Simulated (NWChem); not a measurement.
# InSiH3OF (SMILES [F][In][O][SiH3]) at 4 levels

We compute a comparison of 4 runs (UHF/def2-SVP, UPBE0/3-21G, UPBE0/def2-SVP, UMP2/STO-3G) of InSiH3OF. 

Program for the calculation: NWChem 7.3.0.

**1. The structure to begin with**

The species is InSiH3OF (7 atoms), meant as a doublet with charge 0. SMILES: `[F][In][O][SiH3]`. The shape is that of a PBE0-D4/def2-TZVP optimisation. This is one conformer, not always the lowest.

Bond lengths: F1–In2 1.963 Å, In2–O3 1.987 Å, O3–Si4 1.637 Å, Si4–H5 1.488 Å, Si4–H6 1.490 Å, Si4–H7 1.490 Å. Angles: F1–In2–O3 115.7°, In2–O3–Si4 134.9°, O3–Si4–H5 108.3°, O3–Si4–H6 111.6°, O3–Si4–H7 111.5°, H5–Si4–H6 108.7°, H5–Si4–H7 108.7°, H6–Si4–H7 107.9°.

**2. Energy and gradient at UHF/def2-SVP (core potential) (run 1)**

Contents of run.py:

```python
from ase import Atoms
from ase.calculators.nwchem import NWChem

mol = Atoms('FInOSiHHH', positions=[
    [-0.133500, -2.447500, 1.820600],
    [-0.761200, -2.248400, -0.028200],
    [-0.475400, -0.461700, -0.849100],
    [0.186800, 0.948700, -0.346200],
    [0.075900, 1.937000, -1.452700],
    [-0.518200, 1.488800, 0.850500],
    [1.625500, 0.783000, 0.005100],
])

calc = NWChem(
    label='geom',
    theory='scf',
    memory='2200 mb',
    basis='def2-SVP',
    basispar='spherical bse',
    scf={'nopen': '1', 'uhf': None, 'thresh': '1e-08', 'maxiter': '80', 'print': 'low'},
    **{'ecp bse': {'In library': 'def2-SVP'}},
)
mol.calc = calc

forces = mol.get_forces()
print("Total energy (eV):", round(mol.get_potential_energy(), 6))
print("forces (eV/A):")
for s, f in zip(mol.symbols, forces):
    print(f"{s:2s} {f[0]:10.5f} {f[1]:10.5f} {f[2]:10.5f}")
```

Started as:

```console
$ export ASE_NWCHEM_COMMAND="nwchem PREFIX.nwi > PREFIX.nwo"
$ python run.py
```

The log of the run:

```text
Total energy (eV): -17796.736708
forces (eV/A):
F    -0.02684    0.11724   -0.17710
In   -0.09549   -0.27254   -0.00982
O     0.15149   -0.04659    0.43914
Si   -0.04952    0.23541   -0.33286
H     0.06356    0.00571    0.15689
H     0.05461   -0.04510   -0.06896
H    -0.09780    0.00586   -0.00730
```

The calculator wrote geom.nwi:

```
title "geom"

permanent_dir geom

scratch_dir geom

start geom

geometry units angstrom nocenter noautosym noautoz
  F  -1.3350000000000001e-01 -2.4474999999999998e+00 1.8206000000000000e+00
  In -7.6119999999999999e-01 -2.2484000000000002e+00 -2.8199999999999999e-02
  O  -4.7539999999999999e-01 -4.6170000000000000e-01 -8.4909999999999997e-01
  Si 1.8679999999999999e-01 9.4869999999999999e-01 -3.4620000000000001e-01
  H  7.5899999999999995e-02 1.9370000000000001e+00 -1.4527000000000001e+00
  H  -5.1819999999999999e-01 1.4887999999999999e+00 8.5050000000000003e-01
  H  1.6254999999999999e+00 7.8300000000000003e-01 5.1000000000000004e-03
end

memory 2200 mb

basis spherical bse noprint
   * library def2-SVP
end

scf
  nopen 1
  uhf
  thresh 1e-08
  maxiter 80
  print low
end
ecp bse
  In library def2-SVP
end

task scf gradient
```

geom.nwo:

```text
Northwest Computational Chemistry Package (NWChem) 7.3.0
             --------------------------------------------------------

           Job information
           ---------------

    nwchem branch   = 7.3.0
    use scalapack   = T
    input           = geom.nwi
    prefix          = geom.
    data base       = geom/geom.db
    status          = startup
    nproc           =        1

           Memory information
           ------------------

    heap     =     72089596 doubles =      550.0 Mbytes
    stack    =     72089601 doubles =      550.0 Mbytes
    global   =    144179200 doubles =     1100.0 Mbytes (distinct from heap & stack)
    total    =    288358397 doubles =     2200.0 Mbytes
    verify   = yes
    hardfail = no

           Directory information
           ---------------------

  0 permanent = geom
  0 scratch   = geom

                                NWChem Input Module
                                -------------------

                                       geom
                                       ----

[... 29 lines left out ...]
            Nuclear Dipole moment (a.u.)
[... 70 lines left out ...]
 Forming initial guess at       0.0s

 Starting SCF solution at       0.4s

       Final UHF  results
       ------------------

         Total SCF energy =   -654.018016295980
      One electron energy =  -1456.321721331726
      Two electron energy =    564.105097096761
 Nuclear repulsion energy =    238.198607938985

                       Sz =      0.5000
                 Sz(Sz+1) =      0.7500
                      S^2 =      0.7555

        Time for solution =     18.0s

                              NWChem Gradients Module
                              -----------------------

                         UHF ENERGY GRADIENTS

    atom               coordinates                        gradient
                 x          y          z           x          y          z
   1 F      -0.252278  -4.625104   3.440435    0.000522  -0.002280   0.003444
   2 In     -1.438459  -4.248860  -0.053290    0.001857   0.005300   0.000191
   3 O      -0.898376  -0.872486  -1.604566   -0.002946   0.000906  -0.008540
   4 Si      0.353001   1.792783  -0.654223    0.000963  -0.004578   0.006473
   5 H       0.143430   3.660399  -2.745205   -0.001236  -0.000111  -0.003051
   6 H      -0.979256   2.813424   1.607212   -0.001062   0.000877   0.001341
   7 H       3.071750   1.479655   0.009638    0.001902  -0.000114   0.000142

 Task  times  cpu:       23.3s     wall:       23.3s
 Total times  cpu:       23.4s     wall:       23.4s
```

It took 24 s on 1 thread of Intel Xeon 6975P-C (Granite Rapids), shared host; peak memory 0.1 GiB.

**3. Energy and forces at UPBE0/3-21G (run 2)**

Contents of sp.nw:

```
start sp
title "FH3InOSi gradient"
memory total 2200 mb
geometry units angstrom noautosym nocenter noautoz
   F     -0.133500    -2.447500     1.820600
   In    -0.761200    -2.248400    -0.028200
   O     -0.475400    -0.461700    -0.849100
   Si     0.186800     0.948700    -0.346200
   H      0.075900     1.937000    -1.452700
   H     -0.518200     1.488800     0.850500
   H      1.625500     0.783000     0.005100
end
basis spherical bse
   * library 3-21G
end
dft
   xc pbe0
   mult 2
   grid xfine
   convergence energy 1e-08
   iterations 100
   mulliken
   print medium
end
task dft gradient
```

Started as:

```console
$ nwchem sp.nw > sp.out
```

The log of the run:

```text
[...]
          Wavefunction type:  spin polarized.
          No. of atoms     :     7
          No. of electrons :    83
[...]
          Charge           :     0
          Spin multiplicity:     2
[...]
          AO basis - number of functions:    68
[...]
              XC Information
              --------------
                         PBE0 Method XC Functional
                     Hartree-Fock (Exact) Exchange  0.250
          PerdewBurkeErnzerhof Exchange Functional  0.750
            Perdew 1991 LDA Correlation Functional  1.000 local
           PerdewBurkeErnz. Correlation Functional  1.000 non-local
[...]
 d= 0,ls=0.0,diis     1  -6180.2752669546 -6.62D+03  2.00D-02  3.32D-01     1.9
[...]
 d= 0,ls=0.0,diis    12  -6180.4489200434 -4.53D-09  2.98D-07  1.11D-10    21.6
[...]
         Total DFT energy =    -6180.448920043415
      One electron energy =    -9413.912683588980
           Coulomb energy =     2991.431924099303
    Exchange-Corr. energy =     -196.682359143096
 Nuclear repulsion energy =      438.714198589358
[...]
      Total Density - Mulliken Population Analysis
     ---------------------------------------------
    Atom       Charge   Shell Charges
 -----------   ------   -------------------------------------------------------
    1 F    9     9.39   1.98  0.44  2.46  1.54  2.97
    2 In  49    48.15   2.00  2.00  6.00  2.00  5.99  2.00  5.94  0.84  0.77  0.39  0.25 10.00  9.98
    3 O    8     8.78   1.98  0.41  2.10  1.49  2.79
    4 Si  14    13.20   2.00  1.97  5.86  0.73  1.58  0.48  0.58
    5 H    1     1.15   0.43  0.72
    6 H    1     1.17   0.43  0.73
    7 H    1     1.17   0.43  0.73
[...]
      <S2> =      0.7525 (Exact =     0.7500)
[...]
  wavefunction    = open shell
                         DFT ENERGY GRADIENTS
    atom               coordinates                        gradient
                 x          y          z           x          y          z
   1 F      -0.252278  -4.625104   3.440435    0.002853  -0.002881   0.010162
   2 In     -1.438459  -4.248860  -0.053290   -0.001866  -0.003148  -0.002187
   3 O      -0.898376  -0.872486  -1.604566    0.014959   0.043956   0.000648
   4 Si      0.353001   1.792783  -0.654223   -0.009200  -0.025146  -0.002144
   5 H       0.143430   3.660399  -2.745205   -0.001323  -0.005709   0.001411
   6 H      -0.979256   2.813424   1.607212    0.000747  -0.004683  -0.005305
   7 H       3.071750   1.479655   0.009638   -0.006170  -0.002389  -0.002584
[...]
```

Run time: 27 s. Hardware: 1 thread of Intel Xeon 6975P-C (Granite Rapids), shared host; peak memory 0.13 GiB.

Run 3 isn't shown in full; the table further down has it.

**4. Energy and gradient at UMP2/STO-3G (run 4)**

Contents of a.nw:

```
START a
TITLE "FH3InOSi mp2"
memory 2200 mb
charge 0

GEOMETRY units angstrom noautosym nocenter noautoz
   F       -0.133500      -2.447500       1.820600
   In      -0.761200      -2.248400      -0.028200
   O       -0.475400      -0.461700      -0.849100
   Si       0.186800       0.948700      -0.346200
   H        0.075900       1.937000      -1.452700
   H       -0.518200       1.488800       0.850500
   H        1.625500       0.783000       0.005100
END

BASIS spherical bse
   * library STO-3G
END

SCF
   doublet
   uhf
   thresh 1e-08
   maxiter 80
   print low
END

MP2
   freeze core 25
   tight
END

TASK mp2 gradient
```

Started as:

```console
$ nwchem a.nw > a.out
```

The log of the run:

```text
[...]
  functions       =    49
[...]
  wavefunction    = UHF
[...]
         Total SCF energy =  -6142.104203849416
      One electron energy =  -9391.819275673548
      Two electron energy =   2811.000873234774
 Nuclear repulsion energy =    438.714198589358
                       Sz =      0.5000
                 Sz(Sz+1) =      0.7500
                      S^2 =      0.7665
[...]
          Total MP2 energy         -6142.227369146068
[...]
                         mp2 ENERGY GRADIENTS
    atom               coordinates                        gradient
                 x          y          z           x          y          z
   1 F      -0.252278  -4.625104   3.440435    0.010724  -0.005861   0.033764
   2 In     -1.438459  -4.248860  -0.053290   -0.019805  -0.043102  -0.014497
   3 O      -0.898376  -0.872486  -1.604566    0.018188   0.060818  -0.005639
   4 Si      0.353001   1.792783  -0.654223   -0.014609  -0.023909  -0.017588
   5 H       0.143430   3.660399  -2.745205   -0.002335   0.013753  -0.017381
   6 H      -0.979256   2.813424   1.607212   -0.011873   0.004309   0.016888
   7 H       3.071750   1.479655   0.009638    0.019710  -0.006008   0.004454
[...]
```

It took 20 s on 1 thread of Intel Xeon 6975P-C (Granite Rapids), shared host; peak memory 0.11 GiB.

**5. The series**

```csv
run,level,core potential,iteration cap,energy (Eh),⟨S²⟩,largest force (eV/Å),wall time
1,UHF/def2-SVP (core potential),def2-SVP,80,-654.018016,0.755,0.467,24 s
2,UPBE0/3-21G,–,100,-6180.448920,0.752,2.388,27 s
3,UPBE0/def2-SVP (core potential),def2-SVP,100,-656.004623,0.753,0.494,56 s
4,UMP2/STO-3G,–,80,-6142.227369,0.766,3.277,20 s
```

**6. Summary of results**

| quantity | value |
| --- | --- |
| run 4: total energy | -6142.22737 Eh |
| run 4: dipole moment (of the density that the program reports) | 1.78 D |
| run 4: correlation energy (25 core orbitals frozen) | -123.2 mEh |
| run 4: ⟨S²⟩ of the reference determinant | 0.766 |
| run 4: largest force on an atom | 3.277 eV/Å |

Over runs 2, 3, 4 the dipole moment (its size) runs from 1.78 D (UMP2/STO-3G) to 2.73 D (UPBE0/def2-SVP). The two ends differ in method and basis and core potential. Some runs of one species differ in core potentials or relativity; totals across that change don't compare. In run 4 the basis is minimal, so the values are rough. In runs 2, 4 relativity is left out where basis or elements ask for it. All runs together took 2.1 min, the longest 56 s.
